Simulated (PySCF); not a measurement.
# C2H6Te: NMR shieldings

What do calculations give for the NMR shieldings of C2H6Te (`C[Te]C`)?

Programs: PySCF 2.14.0, with routines of our own; each step states its level. All values are computed. Atoms count from 0.

### Step 1. The starting structure

9 atoms, charge 0, multiplicity 1; geometry from: GFN2-xTB.

### Step 2. Relaxing the molecule at PBE0-D3(BJ)/def2-SVP

What the job is given:

```
{"job": {"xc": "PBE0", "basis": "def2-SVP", "d3": "d3bj", "grid": 1, "maxiter": 30, "kind": "geom"}, "charge": 0, "multiplicity": 1}
Te     0.005550     0.008920    -1.491420
C      1.559970    -0.016730     0.010540
H      1.485120    -0.911570     0.615620
H      1.479070     0.856440     0.644940
H      2.516550    -0.005850    -0.492760
C     -1.561000     0.018000    -0.004310
H     -1.501390     0.913020     0.602350
H     -1.468990    -0.855330     0.628630
H     -2.514880    -0.006890    -0.513590
```

On the command line:

```sh
$ OMP_NUM_THREADS=1 python heavy_run.py task.json out
```

One launch serves the whole session: the jobs run in the order shown.

Log:

```text
step   0  E = -347.68121522  max force = 0.010301
step   1  E = -347.68232867  max force = 0.002281
step   2  E = -347.68236012  max force = 0.000950
step   3  E = -347.68236756  max force = 0.000234
optimisation converged
```

It took 27 s on 1 thread of AMD EPYC 7R43, shared host; peak memory 0.33 GiB.

The steps of the relaxation:

| step | energy from step 0 (eV) | largest force component (eV/Å) |
| --- | --- | --- |
| 0 | 0.0000 | 0.5297 |
| 1 | -0.0303 | 0.1173 |
| 2 | -0.0312 | 0.0489 |
| 3 | -0.0314 | 0.0120 |

Distances of close pairs at the start and the end, largest changes first:

| bond | before (Å) | after (Å) | change (Å) |
| --- | --- | --- | --- |
| C1–H4 | 1.081 | 1.098 | +0.017 |
| C5–H8 | 1.082 | 1.098 | +0.017 |
| C1–H3 | 1.082 | 1.098 | +0.015 |
| C5–H7 | 1.082 | 1.098 | +0.015 |
| C1–H2 | 1.083 | 1.098 | +0.015 |
| C5–H6 | 1.083 | 1.098 | +0.015 |
| Te0–C1 | 2.162 | 2.152 | -0.009 |
| Te0–C5 | 2.160 | 2.152 | -0.008 |

The final coordinates are the input of the step that follows.

| at the end point | value |
| --- | --- |
| point group (found at 0.08 Å tolerance) | C2v |
| rotational constants (GHz, main isotopes) | 8.187, 5.992, 3.623 |
| dipole moment (D) | 1.21 |

### Step 3. NMR shieldings: PBE/pcJ-1 Te:dyall-v2z, spin–orbit

What the job is given:

```
{"job": {"xc": "PBE", "basis": {"default": "pcJ-1", "Te": "dyall-v2z"}, "rel": "so", "kind": "hnmr"}, "charge": 0, "multiplicity": 1}
Te     0.006275     0.008610    -1.466108
C      1.569389    -0.014845     0.013106
H      1.495226    -0.925865     0.620814
H      1.496337     0.878339     0.646889
H      2.530762    -0.007349    -0.517688
C     -1.569532     0.015336    -0.000218
H     -1.510578     0.926331     0.609118
H     -1.491587    -0.877801     0.633097
H     -2.526292    -0.002746    -0.539011
```

With the program's defaults for keys left out, this is: PBE/pcJ-1 Te:dyall-v2z GIAO NMR shielding, X2C with spin-orbit coupling, screened-nuclear two-electron part, Gaussian nuclei, gas phase.

Log:

```text
spin-free SCF
coarse grid: 33224 points
cycle   1  E = -6873.0674172585  dE = -3.618e-01  |g| = 4.971e-01  |ddm| = 2.473e+00
cycle   2  E = -6872.9451755841  dE =  1.222e-01  |g| = 7.857e-01  |ddm| = 1.039e+00
cycle   3  E = -6873.1172501065  dE = -1.721e-01  |g| = 1.339e-01  |ddm| = 8.060e-01
cycle   4  E = -6873.1218770511  dE = -4.627e-03  |g| = 6.324e-02  |ddm| = 2.542e-01
cycle   5  E = -6873.1224771097  dE = -6.001e-04  |g| = 8.995e-03  |ddm| = 6.406e-02
cycle   6  E = -6873.1224967211  dE = -1.961e-05  |g| = 1.331e-03  |ddm| = 1.350e-02
cycle   7  E = -6873.1224972267  dE = -5.056e-07  |g| = 3.564e-04  |ddm| = 2.137e-03
final grid: 68696 points
cycle   8  E = -6873.1233777670  dE = -5.828e-06  |g| = 4.806e-03  |ddm| = 1.230e-03
cycle   9  E = -6873.1233777413  dE =  2.568e-08  |g| = 6.263e-04  |ddm| = 9.139e-04
cycle  10  E = -6873.1233776414  dE =  9.995e-08  |g| = 9.534e-04  |ddm| = 1.311e-03
cycle  11  E = -6873.1233777909  dE = -1.495e-07  |g| = 1.465e-04  |ddm| = 9.041e-04
cycle  12  E = -6873.1233777973  dE = -6.362e-09  |g| = 1.023e-05  |ddm| = 1.584e-04
converged SCF energy = -6873.1233777973
two-component SCF
cycle   1  E = -6872.2945473043  dE = -6.872e+03  |FDS-SDF| = 1.135e+02
cycle   2  E = -6874.2127914541  dE = -1.918e+00  |FDS-SDF| = 7.338e-02
cycle   3  E = -6874.2127951944  dE = -3.740e-06  |FDS-SDF| = 1.726e-02
cycle   4  E = -6874.2127971532  dE = -1.959e-06  |FDS-SDF| = 9.953e-03
cycle   5  E = -6874.2128028595  dE = -5.706e-06  |FDS-SDF| = 1.417e-03
cycle   6  E = -6874.2128031544  dE = -2.949e-07  |FDS-SDF| = 6.544e-04
cycle   7  E = -6874.2128032581  dE = -1.037e-07  |FDS-SDF| = 8.437e-05
cycle   8  E = -6874.2128032602  dE = -2.093e-09  |FDS-SDF| = 9.763e-06
converged, E = -6874.2128032602

Field gradients (au) and densities at the nuclei (bohr^-3)
atom        Vxx        Vyy        Vzz        centre      nuclear mean
  0 Te     3.1748     7.4209   -10.5958     225135.749     218312.447
  1 C     -0.0787    -0.1000     0.1788        126.076        126.074
  2 H     -0.1441    -0.1460     0.2902          0.476          0.476
  3 H     -0.1441    -0.1460     0.2902          0.476          0.476
  4 H     -0.1417    -0.1483     0.2901          0.474          0.474
  5 C     -0.0788    -0.1000     0.1788        126.076        126.074
  6 H     -0.1442    -0.1460     0.2902          0.476          0.476
  7 H     -0.1441    -0.1461     0.2901          0.476          0.476
  8 H     -0.1417    -0.1483     0.2901          0.474          0.474
without picture change
  0 Te                         -11.4944                    486147.215

Core orbital energies (eV)
atom   shell        mean    spread
  0 Te 1s       -31563.378   0.000
  0 Te 2s        -4839.496   0.000
  0 Te 3s         -962.305   0.000
  0 Te 4s         -162.937   0.000
  0 Te 5s          -15.686   0.000
  0 Te 2p1/2     -4533.294   0.000
  0 Te 2p3/2     -4260.463   0.040
  0 Te 3p1/2      -836.702   0.000
  0 Te 3p3/2      -785.675   0.107
  0 Te 4p1/2      -119.795   0.000
  0 Te 4p3/2      -110.089   0.279
  0 Te 3d3/2      -564.354   0.099
  0 Te 3d5/2      -553.833   0.129
  0 Te 4d3/2       -41.364   0.337
  0 Te 4d5/2       -39.892   0.434

Shielding tensors (ppm)
atom      isotropic    diamagn.    paramagn.     s11        s22        s33       span
  0 Te     3736.96     4966.36    -1229.40    2580.18    4163.27    4467.43    1887.25
  1 C       203.45      249.53      -46.08     164.50     179.41     266.43     101.94
  2 H        28.95       29.92       -0.97      21.92      26.39      38.55      16.62
  3 H        28.98       29.94       -0.97      21.95      26.40      38.58      16.63
  4 H        29.86       29.17        0.69      23.75      25.64      40.19      16.43
  5 C       203.45      249.53      -46.09     164.50     179.42     266.43     101.93
  6 H        28.93       29.91       -0.99      21.89      26.37      38.53      16.64
  7 H        29.00       29.95       -0.95      21.98      26.42      38.60      16.62
  8 H        29.86       29.17        0.69      23.75      25.64      40.19      16.44
```

Run time: 55 s. Hardware: 1 thread of AMD EPYC 7R43, shared host; peak memory 1 GiB.

Key values:

| quantity | value |
| --- | --- |
| energy from spin-orbit coupling | -1.0894 Eh |

### Step 4. NMR shieldings: PBE/pcJ-1 Te:dyall-v2z, spin–orbit

Settings changed since step 3:

```diff
@@ -1,2 +1,2 @@
-{"job": {"xc": "PBE", "basis": {"default": "pcJ-1", "Te": "dyall-v2z"}, "rel": "so", "kind": "hnmr"}, "charge": 0, "multiplicity": 1}
+{"job": {"xc": "PBE", "basis": {"default": "pcJ-1", "Te": "dyall-v2z"}, "rel": "so", "snso": false, "kind": "hnmr"}, "charge": 0, "multiplicity": 1}
 Te     0.006275     0.008610    -1.466108
```

Method: PBE/pcJ-1 Te:dyall-v2z GIAO NMR shielding, X2C with spin-orbit coupling, one-electron part alone, Gaussian nuclei, gas phase.

Log:

```text
spin-free SCF
coarse grid: 33224 points
cycle   1  E = -6873.0674172585  dE = -3.618e-01  |g| = 4.971e-01  |ddm| = 2.473e+00
cycle   2  E = -6872.9451755841  dE =  1.222e-01  |g| = 7.857e-01  |ddm| = 1.039e+00
cycle   3  E = -6873.1172501065  dE = -1.721e-01  |g| = 1.339e-01  |ddm| = 8.060e-01
cycle   4  E = -6873.1218770511  dE = -4.627e-03  |g| = 6.324e-02  |ddm| = 2.542e-01
cycle   5  E = -6873.1224771097  dE = -6.001e-04  |g| = 8.995e-03  |ddm| = 6.406e-02
cycle   6  E = -6873.1224967211  dE = -1.961e-05  |g| = 1.331e-03  |ddm| = 1.350e-02
cycle   7  E = -6873.1224972267  dE = -5.056e-07  |g| = 3.564e-04  |ddm| = 2.137e-03
final grid: 68696 points
cycle   8  E = -6873.1233777670  dE = -5.828e-06  |g| = 4.806e-03  |ddm| = 1.230e-03
cycle   9  E = -6873.1233777413  dE =  2.568e-08  |g| = 6.263e-04  |ddm| = 9.139e-04
cycle  10  E = -6873.1233776414  dE =  9.995e-08  |g| = 9.534e-04  |ddm| = 1.311e-03
cycle  11  E = -6873.1233777909  dE = -1.495e-07  |g| = 1.465e-04  |ddm| = 9.041e-04
cycle  12  E = -6873.1233777973  dE = -6.362e-09  |g| = 1.023e-05  |ddm| = 1.584e-04
converged SCF energy = -6873.1233777973
two-component SCF
cycle   1  E = -6872.2241498800  dE = -6.872e+03  |FDS-SDF| = 1.179e+02
cycle   2  E = -6874.3095873367  dE = -2.085e+00  |FDS-SDF| = 8.019e-02
cycle   3  E = -6874.3095919704  dE = -4.634e-06  |FDS-SDF| = 1.905e-02
cycle   4  E = -6874.3095944323  dE = -2.462e-06  |FDS-SDF| = 1.084e-02
cycle   5  E = -6874.3096011211  dE = -6.689e-06  |FDS-SDF| = 1.559e-03
cycle   6  E = -6874.3096014772  dE = -3.561e-07  |FDS-SDF| = 7.122e-04
cycle   7  E = -6874.3096016000  dE = -1.228e-07  |FDS-SDF| = 9.320e-05
cycle   8  E = -6874.3096016026  dE = -2.567e-09  |FDS-SDF| = 1.073e-05
converged, E = -6874.3096016026

Field gradients (au) and densities at the nuclei (bohr^-3)
atom        Vxx        Vyy        Vzz        centre      nuclear mean
  0 Te     3.1755     7.4167   -10.5922     225143.383     218320.099
  1 C     -0.0786    -0.0999     0.1785        126.076        126.074
  2 H     -0.1442    -0.1460     0.2902          0.476          0.476
  3 H     -0.1441    -0.1460     0.2902          0.476          0.476
  4 H     -0.1417    -0.1483     0.2901          0.474          0.474
  5 C     -0.0787    -0.0999     0.1786        126.076        126.074
  6 H     -0.1442    -0.1460     0.2902          0.476          0.476
  7 H     -0.1441    -0.1461     0.2901          0.476          0.476
  8 H     -0.1417    -0.1483     0.2901          0.474          0.474
without picture change
  0 Te                         -11.4906                    486145.659

Core orbital energies (eV)
atom   shell        mean    spread
  0 Te 1s       -31563.222   0.000
  0 Te 2s        -4839.456   0.000
  0 Te 3s         -962.294   0.000
  0 Te 4s         -162.934   0.000
  0 Te 5s          -15.685   0.000
  0 Te 2p1/2     -4541.039   0.000
  0 Te 2p3/2     -4257.016   0.040
  0 Te 3p1/2      -838.145   0.000
  0 Te 3p3/2      -785.027   0.107
  0 Te 4p1/2      -120.070   0.000
  0 Te 4p3/2      -109.966   0.279
  0 Te 3d3/2      -565.871   0.098
  0 Te 3d5/2      -552.836   0.129
  0 Te 4d3/2       -41.573   0.335
  0 Te 4d5/2       -39.755   0.434

Shielding tensors (ppm)
atom      isotropic    diamagn.    paramagn.     s11        s22        s33       span
  0 Te     3742.86     4966.94    -1224.08    2567.74    4197.63    4463.23    1895.48
  1 C       204.20      249.52      -45.33     164.26     178.65     269.67     105.41
  2 H        28.91       29.92       -1.01      21.87      26.35      38.52      16.65
  3 H        28.94       29.95       -1.01      21.90      26.36      38.55      16.65
  4 H        29.85       29.16        0.68      23.75      25.60      40.19      16.44
  5 C       204.20      249.53      -45.33     164.26     178.66     269.67     105.41
  6 H        28.89       29.92       -1.03      21.84      26.33      38.50      16.66
  7 H        28.96       29.96       -0.99      21.93      26.38      38.58      16.64
  8 H        29.84       29.16        0.68      23.74      25.61      40.19      16.44
```

Run time: 52 s. Hardware: 1 thread of AMD EPYC 7R43, shared host; peak memory 1 GiB.

From this job:

| quantity | value |
| --- | --- |
| energy from spin-orbit coupling | -1.1862 Eh |

### Step 5. NMR shieldings: PBE/pcJ-1 Te:dyall-v2z, spin-free

Settings changed since step 4:

```diff
@@ -1,2 +1,2 @@
-{"job": {"xc": "PBE", "basis": {"default": "pcJ-1", "Te": "dyall-v2z"}, "rel": "so", "snso": false, "kind": "hnmr"}, "charge": 0, "multiplicity": 1}
+{"job": {"xc": "PBE", "basis": {"default": "pcJ-1", "Te": "dyall-v2z"}, "rel": "sf", "kind": "hnmr"}, "charge": 0, "multiplicity": 1}
 Te     0.006275     0.008610    -1.466108
```

Method: PBE/pcJ-1 Te:dyall-v2z GIAO NMR shielding, spin-free X2C, Gaussian nuclei, gas phase.

Log:

```text
spin-free SCF
coarse grid: 33224 points
cycle   1  E = -6873.0674172585  dE = -3.618e-01  |g| = 4.971e-01  |ddm| = 2.473e+00
cycle   2  E = -6872.9451755841  dE =  1.222e-01  |g| = 7.857e-01  |ddm| = 1.039e+00
cycle   3  E = -6873.1172501065  dE = -1.721e-01  |g| = 1.339e-01  |ddm| = 8.060e-01
cycle   4  E = -6873.1218770511  dE = -4.627e-03  |g| = 6.324e-02  |ddm| = 2.542e-01
cycle   5  E = -6873.1224771097  dE = -6.001e-04  |g| = 8.995e-03  |ddm| = 6.406e-02
cycle   6  E = -6873.1224967211  dE = -1.961e-05  |g| = 1.331e-03  |ddm| = 1.350e-02
cycle   7  E = -6873.1224972267  dE = -5.056e-07  |g| = 3.564e-04  |ddm| = 2.137e-03
final grid: 68696 points
cycle   8  E = -6873.1233777670  dE = -5.828e-06  |g| = 4.806e-03  |ddm| = 1.230e-03
cycle   9  E = -6873.1233777413  dE =  2.568e-08  |g| = 6.263e-04  |ddm| = 9.139e-04
cycle  10  E = -6873.1233776414  dE =  9.995e-08  |g| = 9.534e-04  |ddm| = 1.311e-03
cycle  11  E = -6873.1233777909  dE = -1.495e-07  |g| = 1.465e-04  |ddm| = 9.041e-04
cycle  12  E = -6873.1233777973  dE = -6.362e-09  |g| = 1.023e-05  |ddm| = 1.584e-04
converged SCF energy = -6873.1233777973
check of the scalar solution
cycle   1  E = -6873.1233777973  dE = -6.873e+03  |FDS-SDF| = 1.023e-05
cycle   2  E = -6873.1233777973  dE =  3.729e-11  |FDS-SDF| = 1.219e-05
converged, E = -6873.1233777973

Field gradients (au) and densities at the nuclei (bohr^-3)
atom        Vxx        Vyy        Vzz        centre      nuclear mean
  0 Te     3.1680     7.4622   -10.6303     224972.429     218149.008
  1 C     -0.0799    -0.1015     0.1814        126.075        126.073
  2 H     -0.1440    -0.1460     0.2901          0.476          0.476
  3 H     -0.1440    -0.1461     0.2901          0.476          0.476
  4 H     -0.1416    -0.1484     0.2900          0.474          0.474
  5 C     -0.0800    -0.1015     0.1815        126.075        126.073
  6 H     -0.1441    -0.1460     0.2901          0.476          0.476
  7 H     -0.1439    -0.1461     0.2900          0.476          0.476
  8 H     -0.1416    -0.1484     0.2900          0.474          0.474
without picture change
  0 Te                         -11.5385                    486164.670

Core orbital energies (eV)
atom   shell        mean    spread
  0 Te 1s       -31565.065   0.000
  0 Te 2s        -4839.869   0.000
  0 Te 3s         -962.416   0.000
  0 Te 4s         -162.976   0.000
  0 Te 5s          -15.698   0.000
  0 Te 2p        -4347.846   0.067
  0 Te 3p         -802.080   0.178
  0 Te 4p         -113.217   0.457
  0 Te 3d         -558.099   0.142
  0 Te 4d          -40.502   0.484

Shielding tensors (ppm)
atom      isotropic    diamagn.    paramagn.     s11        s22        s33       span
  0 Te     2603.67     5417.11    -2813.44    1805.05    2472.43    3533.54    1728.49
  1 C       175.24      250.76      -75.52     156.44     183.65     185.62      29.18
  2 H        29.71       29.84       -0.13      23.10      27.18      38.83      15.73
  3 H        29.72       29.86       -0.13      23.14      27.19      38.84      15.70
  4 H        30.33       29.14        1.19      24.16      26.63      40.20      16.04
  5 C       175.24      250.76      -75.52     156.44     183.66     185.63      29.19
  6 H        29.68       29.83       -0.14      23.06      27.16      38.83      15.76
  7 H        29.75       29.87       -0.12      23.18      27.22      38.85      15.67
  8 H        30.33       29.14        1.19      24.16      26.63      40.20      16.04
```

It took 26 s on 1 thread of AMD EPYC 7R43, shared host; peak memory 0.93 GiB.

### Step 6. NMR shieldings: PBE/pcJ-1 Te:dyall-v2z, spin-free

Settings changed since step 5:

```diff
@@ -1,2 +1,2 @@
-{"job": {"xc": "PBE", "basis": {"default": "pcJ-1", "Te": "dyall-v2z"}, "rel": "sf", "kind": "hnmr"}, "charge": 0, "multiplicity": 1}
+{"job": {"xc": "PBE", "basis": {"default": "pcJ-1", "Te": "dyall-v2z"}, "rel": "sf", "two": true, "kind": "hnmr"}, "charge": 0, "multiplicity": 1}
 Te     0.006275     0.008610    -1.466108
```

With the program's defaults for keys left out, this is: PBE/pcJ-1 Te:dyall-v2z GIAO NMR shielding, X2C without spin-orbit coupling but with the spin-dependent field terms, Gaussian nuclei, gas phase.

Log:

```text
spin-free SCF
coarse grid: 33224 points
cycle   1  E = -6873.0674172585  dE = -3.618e-01  |g| = 4.971e-01  |ddm| = 2.473e+00
cycle   2  E = -6872.9451755841  dE =  1.222e-01  |g| = 7.857e-01  |ddm| = 1.039e+00
cycle   3  E = -6873.1172501065  dE = -1.721e-01  |g| = 1.339e-01  |ddm| = 8.060e-01
cycle   4  E = -6873.1218770511  dE = -4.627e-03  |g| = 6.324e-02  |ddm| = 2.542e-01
cycle   5  E = -6873.1224771097  dE = -6.001e-04  |g| = 8.995e-03  |ddm| = 6.406e-02
cycle   6  E = -6873.1224967211  dE = -1.961e-05  |g| = 1.331e-03  |ddm| = 1.350e-02
cycle   7  E = -6873.1224972267  dE = -5.056e-07  |g| = 3.564e-04  |ddm| = 2.137e-03
final grid: 68696 points
cycle   8  E = -6873.1233777670  dE = -5.828e-06  |g| = 4.806e-03  |ddm| = 1.230e-03
cycle   9  E = -6873.1233777413  dE =  2.568e-08  |g| = 6.263e-04  |ddm| = 9.139e-04
cycle  10  E = -6873.1233776414  dE =  9.995e-08  |g| = 9.534e-04  |ddm| = 1.311e-03
cycle  11  E = -6873.1233777909  dE = -1.495e-07  |g| = 1.465e-04  |ddm| = 9.041e-04
cycle  12  E = -6873.1233777973  dE = -6.362e-09  |g| = 1.023e-05  |ddm| = 1.584e-04
converged SCF energy = -6873.1233777973
two-component SCF
cycle   1  E = -6873.1233777972  dE = -6.873e+03  |FDS-SDF| = 1.023e-05
cycle   2  E = -6873.1233777972  dE =  4.457e-11  |FDS-SDF| = 1.219e-05
converged, E = -6873.1233777972

Field gradients (au) and densities at the nuclei (bohr^-3)
atom        Vxx        Vyy        Vzz        centre      nuclear mean
  0 Te     3.1680     7.4622   -10.6303     224972.429     218149.008
  1 C     -0.0799    -0.1015     0.1814        126.075        126.073
  2 H     -0.1440    -0.1460     0.2901          0.476          0.476
  3 H     -0.1440    -0.1461     0.2901          0.476          0.476
  4 H     -0.1416    -0.1484     0.2900          0.474          0.474
  5 C     -0.0800    -0.1015     0.1815        126.075        126.073
  6 H     -0.1441    -0.1460     0.2901          0.476          0.476
  7 H     -0.1439    -0.1461     0.2900          0.476          0.476
  8 H     -0.1416    -0.1484     0.2900          0.474          0.474
without picture change
  0 Te                         -11.5385                    486164.670

Core orbital energies (eV)
atom   shell        mean    spread
  0 Te 1s       -31565.065   0.000
  0 Te 2s        -4839.869   0.000
  0 Te 3s         -962.416   0.000
  0 Te 4s         -162.976   0.000
  0 Te 5s          -15.698   0.000
  0 Te 2p1/2     -4347.873   0.000
  0 Te 2p3/2     -4347.832   0.050
  0 Te 3p1/2      -802.153   0.000
  0 Te 3p3/2      -802.043   0.135
  0 Te 4p1/2      -113.405   0.000
  0 Te 4p3/2      -113.123   0.348
  0 Te 3d3/2      -558.170   0.000
  0 Te 3d5/2      -558.052   0.050
  0 Te 4d3/2       -40.740   0.026
  0 Te 4d5/2       -40.343   0.157

Shielding tensors (ppm)
atom      isotropic    diamagn.    paramagn.     s11        s22        s33       span
  0 Te     3596.95     4956.58    -1359.64    2797.10    3467.38    4526.36    1729.26
  1 C       176.51      249.87      -73.36     157.72     184.94     186.88      29.16
  2 H        29.70       29.83       -0.14      23.09      27.18      38.83      15.74
  3 H        29.72       29.86       -0.14      23.13      27.19      38.83      15.71
  4 H        30.32       29.14        1.19      24.15      26.62      40.20      16.05
  5 C       176.52      249.87      -73.35     157.72     184.95     186.89      29.17
  6 H        29.67       29.82       -0.15      23.05      27.16      38.82      15.77
  7 H        29.74       29.87       -0.13      23.16      27.21      38.84      15.68
  8 H        30.32       29.14        1.19      24.15      26.62      40.20      16.05
```

It took 38 s on 1 thread of AMD EPYC 7R43, shared host; peak memory 1.1 GiB.

(Part 1 of 2 ends here.)
